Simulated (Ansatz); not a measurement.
**CH₅AlGaNO: up Jacob's ladder to CCSD(T)**

The task here is to estimate one member of a computed series from the others.

Program: Ansatz 0.2.0, Gaussian basis. Level of theory: functionals in def2-TZVPP, the program's frozen cores in correlated methods. These are calculated values, not measurements.

The runs, in order: LDA (SPW92), PBE-D4, revPBE-D4, BLYP-D4, r2SCAN-D4, B97M-V, PBE0-D4, B3LYP-D4, r2SCANh-D4, r2SCAN0-D4, HSE06-D4, BHLYP-D4, CAM-B3LYP-D4, LC-ωPBE, ωB97X-V, ωB97M-V, B2PLYP, PBE-QIDH; CCSD(T)/def2-SVP; CCSD(T)/def2-TZVPP; MP2/def2-QZVPP; extrapolation to the limit; RPA on PBE.

**Structure used throughout**

All runs share one geometry, relaxed beforehand with PBE0-D4 in a triple-zeta def2 set.

10 atoms, charge 0, spin multiplicity 1.

Atoms are counted from 1 here; the program's logs count them from 0.

Bond lengths: N1–Ga2 1.808 Å, N1–H6 1.006 Å, N1–H7 1.006 Å, Ga2–C3 2.003 Å, Ga2–H8 1.557 Å, C3–O4 1.262 Å, C3–Al5 1.956 Å, O4–Al5 1.928 Å, Al5–H9 1.581 Å, Al5–H10 1.581 Å. Angles: Ga2–N1–H6 123.5°, Ga2–N1–H7 124.4°, H6–N1–H7 112.0°, N1–Ga2–C3 115.2°, N1–Ga2–H8 120.0°, C3–Ga2–H8 124.2°, Ga2–C3–O4 124.5°, Ga2–C3–Al5 165.7°, O4–C3–Al5 69.8°, C3–O4–Al5 72.3°, C3–Al5–O4 37.9°, C3–Al5–H9 116.8°, C3–Al5–H10 117.2°, O4–Al5–H9 112.1°, O4–Al5–H10 112.3°, H9–Al5–H10 125.9°.

The first run:

Input file in.yaml:

```yaml
crystal:
  periodic: [false, false, false]
  atoms:
    - {symbol: N, position_ang: [-0.383196, 1.172925, 2.144462]}
    - {symbol: Ga, position_ang: [-0.552028, -0.425999, 1.317038]}
    - {symbol: C, position_ang: [-0.049003, -0.440968, -0.621855]}
    - {symbol: O, position_ang: [-0.864745, -0.289459, -1.573120]}
    - {symbol: Al, position_ang: [0.888972, -0.528592, -2.336376]}
    - {symbol: H, position_ang: [-0.543303, 1.309009, 3.127961]}
    - {symbol: H, position_ang: [-0.175805, 2.036842, 1.673644]}
    - {symbol: H, position_ang: [-0.877646, -1.702800, 2.146935]}
    - {symbol: H, position_ang: [1.485953, 0.826243, -2.891036]}
    - {symbol: H, position_ang: [1.070811, -1.957202, -2.987652]}
basis:
  gaussian: {orbitals: def2-TZVPP}
hamiltonian: {xc: lda}
output: {orbitals: {seedname: orbitals}}
```

On the command line:

```console
> ansatz run in.yaml --threads 4 --pin off --events-out ev --progress --plain --max-ram 10444MiB
```

Steps of the session up to this table: LDA; PBE-D4 (GGA); revPBE-D4 (GGA); BLYP-D4 (GGA); r2SCAN-D4 (meta-GGA); B97M-V (meta-GGA); PBE0-D4 (hybrid); B3LYP-D4 (hybrid); r2SCANh-D4 (hybrid); r2SCAN0-D4 (hybrid); HSE06-D4 (hybrid); BHLYP-D4 (hybrid); CAM-B3LYP-D4 (range-separated); LC-ωPBE (range-separated); ωB97X-V (range-separated); ωB97M-V (range-separated); B2PLYP (double hybrid); PBE-QIDH (double hybrid).

One of the session's tables, all rows but one given; the rest of the session is left out.

It belongs to the step «Orbital energies across the functionals». 

```
  functional  HOMO (eV)  LUMO (eV)  gap (eV)
 LDA (SPW92)      -5.32      -3.52      1.80
      PBE-D4      -5.15      -3.26      1.88
   revPBE-D4      -5.08      -3.16      1.92
     BLYP-D4      -5.03      -3.08      1.94
   r2SCAN-D4      -5.33      -3.07      2.26
      B97M-V      -5.41      -2.97      2.44
     PBE0-D4      -6.32      -2.08      4.24
    B3LYP-D4      -6.13      -2.31      3.82
  r2SCANh-D4          ?          ?         ?
  r2SCAN0-D4      -6.46      -1.99      4.47
    HSE06-D4      -5.92      -2.48      3.45
    BHLYP-D4      -7.45      -0.81      6.64
CAM-B3LYP-D4      -7.66      -0.81      6.85
     LC-ωPBE      -8.95       0.45      9.40
     ωB97X-V      -8.61       0.32      8.93
     ωB97M-V      -8.49       0.20      8.69
```

Q: Estimate the row for r2SCANh-D4 from the others.

Worked estimate for «HOMO (eV)». Against the share of exact exchange, r2SCAN-D4 (0, -5.33), r2SCAN0-D4 (0.25, -6.46) give a slope of -4.52 per unit share; at 0.1 the line stands at -5.78.

The run gave: HOMO (eV): -5.78; LUMO (eV): -2.63; gap (eV): 3.14. In «HOMO (eV)» the line misses by 0.00.
